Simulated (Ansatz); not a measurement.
# AlFGeH5N: small, medium and large basis sets

An exercise on one series of results from a longer session: the logs are not shown, and one member is left open.

Method: one geometry, several basis sets; program: Ansatz 0.2.0, Gaussian basis.

The runs, in order: PBE0-D4/def2-SVP; ωB97M-V/def2-SVP; PBE0-D4/def2-QZVPP; ωB97M-V/def2-QZVPP; the functionals' def2-TZVPP values are taken from earlier runs.

### The relaxed structure

An earlier PBE0-D4 in a triple-zeta def2 set relaxation fixed the geometry.

9 atoms, charge 0, spin multiplicity 1.

Atoms are counted from 1 here; the program's logs count them from 0.

Bond lengths: N1–Al2 1.760 Å, N1–H5 1.008 Å, N1–H6 1.007 Å, Al2–Ge3 2.486 Å, Al2–H7 1.582 Å, Ge3–F4 1.765 Å, Ge3–H8 1.545 Å, Ge3–H9 1.545 Å. Angles: Al2–N1–H5 122.8°, Al2–N1–H6 126.5°, H5–N1–H6 110.6°, N1–Al2–Ge3 112.4°, N1–Al2–H7 121.0°, Ge3–Al2–H7 126.6°, Al2–Ge3–F4 103.7°, Al2–Ge3–H8 117.8°, Al2–Ge3–H9 117.8°, F4–Ge3–H8 104.3°, F4–Ge3–H9 104.4°, H8–Ge3–H9 107.0°.

Coordinates:

```csv
atom,x (Å),y (Å),z (Å)
N1,-0.5889,1.1844,-1.3815
Al2,0.7822,0.6795,-0.3995
Ge3,0.1921,-1.1454,1.1819
F4,-1.5178,-1.4417,0.8601
H5,-1.5037,0.7682,-1.2981
H6,-0.5887,1.9034,-2.0868
H7,2.2001,1.3622,-0.5660
H8,0.2488,-0.8349,2.6946
H9,0.8643,-2.5218,0.9782
```

The first run:

in.yaml

```yaml
crystal:
  periodic: [false, false, false]
  atoms:
    - {symbol: N, position_ang: [-0.588869, 1.184396, -1.381471]}
    - {symbol: Al, position_ang: [0.782177, 0.679504, -0.399457]}
    - {symbol: Ge, position_ang: [0.192071, -1.145409, 1.181912]}
    - {symbol: F, position_ang: [-1.517779, -1.441744, 0.860072]}
    - {symbol: H, position_ang: [-1.503651, 0.768200, -1.298095]}
    - {symbol: H, position_ang: [-0.588740, 1.903368, -2.086843]}
    - {symbol: H, position_ang: [2.200085, 1.362213, -0.566016]}
    - {symbol: H, position_ang: [0.248780, -0.834919, 2.694636]}
    - {symbol: H, position_ang: [0.864325, -2.521810, 0.978163]}
basis:
  gaussian: {orbitals: def2-SVP}
hamiltonian: {xc: pbe0, dispersion: d4}
output: {orbitals: {seedname: orbitals}}
```

Launch:

```console
> ansatz run in.yaml --threads 4 --pin off --events-out ev --progress --plain --max-ram 10444MiB
```

Among the steps run: PBE0-D4 in def2-SVP; ωB97M-V in def2-SVP; PBE0-D4 in def2-QZVPP; ωB97M-V in def2-QZVPP.

One table of the session follows, with a row left open; its other results are not shown here.

It belongs to the step «Density functionals: the series». 

| functional | basis | HOMO (eV) |
| --- | --- | --- |
| PBE0-D4 | def2-SVP | -7.58 |
| PBE0-D4 | def2-TZVPP | -7.69 |
| PBE0-D4 | def2-QZVPP | -7.72 |
| ωB97M-V | def2-SVP | ? |
| ωB97M-V | def2-TZVPP | -9.73 |
| ωB97M-V | def2-QZVPP | -9.76 |

Estimate the missing values for ωB97M-V, def2-SVP.

As computed: HOMO (eV): -9.59. In the column «HOMO (eV)» it lies between ωB97M-V, def2-TZVPP (-9.73) and PBE0-D4, def2-QZVPP (-7.72).
